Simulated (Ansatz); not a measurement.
# Alloy of AlP and GaP (20 of 32 Al sites exchanged), 64 atoms

Wanted: the relaxed alloy cell and its gap (PBEsol, HSE06 and r²SCAN).

Method: density functional theory in Ansatz 0.2.0, PAW datasets, plane waves.

## (1) The starting cell

64 atoms (12 Al, 20 Ga, 32 P); a = 10.901 Å, b = 10.901 Å, c = 10.901 Å, α = 90.00°, β = 90.00°, γ = 90.00°. All atoms were shaken off their sites by about 0.02 Å along each axis.

Steps to follow: (2) PBEsol cell relaxation at the single k point (¼, ¼, ¼), on 1 × NVIDIA GB200 with 8 threads of Arm Neoverse-V2; (3) HSE06 single point at the Γ point alone, on 1 × NVIDIA GB200 with 8 threads of Arm Neoverse-V2; (4) r²SCAN single point at the Γ point alone, on 1 × NVIDIA GB200 with 8 threads of Arm Neoverse-V2.

## (2) PBEsol relaxation of the cell and the positions

in.yaml reads:

```yaml
crystal:
  lattice:
    - [10.900925, 0.000000, 0.000000]
    - [0.000000, 10.900925, 0.000000]
    - [0.000000, 0.000000, 10.900925]
  atoms:
    - { symbol: Al, position: [0.998584, 0.999276, 0.999403] }
    - { symbol: Al, position: [0.498533, 0.997280, 0.001411] }
    - { symbol: Al, position: [0.498897, 0.002598, 0.498328] }
    - { symbol: Al, position: [0.252313, 0.751308, 0.498655] }
    - { symbol: Al, position: [0.747707, 0.250112, 0.502469] }
    - { symbol: Al, position: [0.252793, 0.997344, 0.247100] }
    - { symbol: Al, position: [0.252115, 0.497452, 0.748210] }
    - { symbol: Al, position: [0.747449, 0.997438, 0.253791] }
    - { symbol: Al, position: [0.998455, 0.250238, 0.752928] }
    - { symbol: Al, position: [0.498777, 0.250723, 0.749007] }
    - { symbol: Al, position: [0.502449, 0.747475, 0.248715] }
    - { symbol: Al, position: [0.498098, 0.749286, 0.752042] }
    - { symbol: Ga, position: [0.998215, 0.999505, 0.498124] }
    - { symbol: Ga, position: [0.998187, 0.500611, 0.998871] }
    - { symbol: Ga, position: [0.998516, 0.499067, 0.500724] }
    - { symbol: Ga, position: [0.502494, 0.501317, 0.993365] }
    - { symbol: Ga, position: [0.501907, 0.496118, 0.501176] }
    - { symbol: Ga, position: [0.247354, 0.252101, 0.001975] }
    - { symbol: Ga, position: [0.248857, 0.252053, 0.499001] }
    - { symbol: Ga, position: [0.248681, 0.750252, 0.999514] }
    - { symbol: Ga, position: [0.752927, 0.248405, 0.001885] }
    - { symbol: Ga, position: [0.753969, 0.749463, 0.996438] }
    - { symbol: Ga, position: [0.750882, 0.752291, 0.497999] }
    - { symbol: Ga, position: [0.250227, 0.002230, 0.750681] }
    - { symbol: Ga, position: [0.252438, 0.503851, 0.250695] }
    - { symbol: Ga, position: [0.750264, 0.000823, 0.746389] }
    - { symbol: Ga, position: [0.754213, 0.499882, 0.251181] }
    - { symbol: Ga, position: [0.749917, 0.500286, 0.748906] }
    - { symbol: Ga, position: [0.001973, 0.248390, 0.251070] }
    - { symbol: Ga, position: [0.997879, 0.751168, 0.249827] }
    - { symbol: Ga, position: [0.999457, 0.754949, 0.750849] }
    - { symbol: Ga, position: [0.500625, 0.250830, 0.251502] }
    - { symbol: P, position: [0.121520, 0.128245, 0.126840] }
    - { symbol: P, position: [0.125136, 0.126252, 0.626624] }
    - { symbol: P, position: [0.122438, 0.626431, 0.124656] }
    - { symbol: P, position: [0.126969, 0.625538, 0.623082] }
    - { symbol: P, position: [0.625771, 0.128696, 0.126324] }
    - { symbol: P, position: [0.627388, 0.125525, 0.625459] }
    - { symbol: P, position: [0.625359, 0.624257, 0.121238] }
    - { symbol: P, position: [0.623624, 0.630549, 0.626631] }
    - { symbol: P, position: [0.379835, 0.376694, 0.123286] }
    - { symbol: P, position: [0.375532, 0.380182, 0.625658] }
    - { symbol: P, position: [0.374235, 0.872534, 0.125806] }
    - { symbol: P, position: [0.373810, 0.874305, 0.625712] }
    - { symbol: P, position: [0.872670, 0.376272, 0.123648] }
    - { symbol: P, position: [0.876746, 0.374172, 0.624264] }
    - { symbol: P, position: [0.874626, 0.874758, 0.124183] }
    - { symbol: P, position: [0.876120, 0.876631, 0.625072] }
    - { symbol: P, position: [0.376631, 0.124294, 0.374730] }
    - { symbol: P, position: [0.375576, 0.127994, 0.873452] }
    - { symbol: P, position: [0.377877, 0.622832, 0.374360] }
    - { symbol: P, position: [0.376688, 0.624036, 0.874257] }
    - { symbol: P, position: [0.873081, 0.125516, 0.374121] }
    - { symbol: P, position: [0.875995, 0.126642, 0.875964] }
    - { symbol: P, position: [0.875155, 0.625220, 0.373771] }
    - { symbol: P, position: [0.875989, 0.626639, 0.873707] }
    - { symbol: P, position: [0.124146, 0.375964, 0.375937] }
    - { symbol: P, position: [0.125545, 0.372614, 0.877221] }
    - { symbol: P, position: [0.125418, 0.876903, 0.373540] }
    - { symbol: P, position: [0.126117, 0.873475, 0.875315] }
    - { symbol: P, position: [0.626135, 0.373049, 0.373986] }
    - { symbol: P, position: [0.626630, 0.376819, 0.875541] }
    - { symbol: P, position: [0.626095, 0.874645, 0.373744] }
    - { symbol: P, position: [0.625671, 0.873713, 0.877067] }
  symmetry: { detect: false }
kpoints:
  mp_grid: { grid: [1, 1, 1], shift: [0.25, 0.25, 0.25] }
hamiltonian:
  xc: pbesol
scf:
  occupations: { method: fermi_dirac, width: 0.01 }
relax:
  f_tol: 0.03
  max_steps: 80
  escape_saddle: false
  adjacent_minimum: "off"
  cell: { fix: [shape] }
output:
  forces: true
  eigenvalues: true
  populations: true
```

Command:

```bash
$ ansatz run in.yaml --threads 8 --pin off --max-ram 118750MiB --runs-dir r --events-out ev --progress --plain --backend cuda --devices 0, --max-vram 170GiB
```

Further steps of the session: HSE06 single point; Single point with r²SCAN.

**Question.** What will these runs give? Wanted: for each run, top filled to lowest empty.

The runs gave:

```
             level         time   k points  top filled to lowest empty (eV)
PBEsol, relaxation  3.9 s (GPU)  (¼, ¼, ¼)                             1.98
             HSE06   17 s (GPU)          Γ                             2.27
            r²SCAN  3.6 s (GPU)          Γ                             1.86
```

| quantity | value |
| --- | --- |
| relaxation | 4 recorded steps, 0.47 eV gained |
| largest shift | 0.07 Å (Ga16) |
| relaxed cell | a = 10.905 Å, b = 10.905 Å, c = 10.905 Å, α = 90.00°, β = 90.00°, γ = 90.00° |
| mean bonds | Al–P 2.364, Ga–P 2.359 Å |

**In words.** Relaxation gains 0.47 eV, with shifts up to 0.07 Å (Ga16), while the volume changes by +0.1 %. The mean lengths differ by only 0.01 Å, over all coordinations together. At the same k points, r²SCAN gives a spacing 0.40 eV smaller than the 2.27 eV of HSE06. The relaxation ran on other k points, so part of any difference from the later rows can come from the mesh. The HSE06 single point took about 4.8 times as long as the r²SCAN one on the same kind of device. With one k point the spacing samples only the states that fold onto it, so it can exceed the gap over the zone.
